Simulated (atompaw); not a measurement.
# Ni: the cost of one run

Program: atompaw 4.2.0.5. Reference atom: PBE, scalar-relativistic, spherical and spin-unpolarised. All values are calculated.

### 1 Settings

Typed settings, in words:

* element: nickel (Ni, Z = 28)
* type: PAW
* frozen core: [Ar]
* valence charge: 10
* reference configuration: 3d8 4s2 4p0
* partial waves: 4s (bound): rc 2.65 bohr; 4s channel at 0.1 Ry: rc 2.65 bohr; 4p (bound, empty): rc 3.00 bohr; 4p channel at 1.35 Ry: rc 3.00 bohr; 3d (bound): rc 0.85 bohr; 3d channel at -0.2 Ry: rc 0.85 bohr
* local potential: troulliermartins scheme with l = 3 at 0 Ry, radius 2.65 bohr
* core correction: smooth core density matched at 2.05 bohr
* augmentation charge: besselshape compensation charge, radius 2.20 bohr; PAW radius 3.00 bohr; waves and projectors: custom rrkj vanderbiltortho

An earlier all-electron run gives the scale for the radii.

All-electron outer shells of the reference configuration (PBE, scalar-relativistic, ld1.x):

```json
{"shell": "3s", "level (eV)": "-111.06", "outermost node (bohr)": "0.30", "outermost maximum (bohr)": "0.64"}
{"shell": "3p", "level (eV)": "-71.39", "outermost node (bohr)": "0.27", "outermost maximum (bohr)": "0.65"}
{"shell": "3d", "level (eV)": "-8.87", "outermost node (bohr)": "–", "outermost maximum (bohr)": "0.63"}
{"shell": "4s", "level (eV)": "-5.64", "outermost node (bohr)": "0.92", "outermost maximum (bohr)": "2.24"}
{"shell": "4p", "level (eV)": "-1.22", "outermost node (bohr)": "1.00", "outermost maximum (bohr)": "3.17"}
```

### 2 The generation run

Input file Ni.input:

```
Ni 28
GGA-PBE scalarrelativistic loggrid 1500 logderivrange -3 5 201
4 4 3 0 0 0
4 1 0
3 2 8
0 0 0
c
c
c
v
c
c
v
v
2
3.00 2.20 2.65 2.05
y
0.1
n
y
1.35
n
y
-0.2
n
custom rrkj vanderbiltortho besselshape
3 0 troulliermartins
2.65
2.65
3.00
3.00
0.85
0.85
PWSCFOUT
UPFDX 0.0125d0 UPFXMIN -7.d0 UPFZMESH 28.d0
END
```

Started as:

```
$ atompaw < Ni.input > Ni.log
```

**Question.** How long does this run take on 1 thread of AMD EPYC 9R45, shared host?

About 4.4 s.
